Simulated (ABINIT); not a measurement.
Here is an ABINIT 10.8.3 (patched build) calculation.

run.abi

```
# Pseudopotentials
pp_dirpath "./"
pseudos "Si_ONCV_PBE-1.2.upf, F_ONCV_PBE-1.2.upf"

# Structure
acell 3*1.0
rprim
     2.4953995862     1.4407176275     7.2671755272
    -2.4953995862     1.4407176275     7.2671755272
     0.0000000000    -2.8814352549     7.2671755272
ntypat 2
znucl 14 9
natom 2
typat 1 2
xred
     0.5000000000     0.5000000000     0.5000000000
     0.0000000000     0.0000000000     0.0000000000
chkprim 0
chksymtnons 0
tolsym 1.0e-6

# Plane-wave basis
ecut 40.0

# k points
kptopt 1
ngkpt 9 9 9
nshiftk 1
shiftk 0.0 0.0 0.0

# Exchange and correlation
ixc 11
vdw_xc 5

# Bands and occupations
nband 10
occopt 3
tsmear 0.05 eV

# SCF cycle
nstep 100
tolvrs 1.0e-10

# Output
iomode 3
prtwf 0
prtden 0
prteig 0
prtebands 0
```

Potentials or basis: SG15 NC PBE v1.2.

Command:

```console
$ abinit run.abi > log 2>&1
```

**Question.** What does it give for the band gap on the k mesh?

**Answer.** None (metal or under the smearing width).

**Question.** Predict the pressure.

**Answer.** 1.2 GPa.

Stress tensor (GPa, compression positive):
```
0.29 0.00 0.00
0.00 0.29 0.00
0.00 0.00 2.91
```

Caveat: an odd number of electrons without spin polarisation forces a metal; a magnetic or distorted state may lie lower; pairwise dispersion overbinds metals, which lowers pressure and volume.
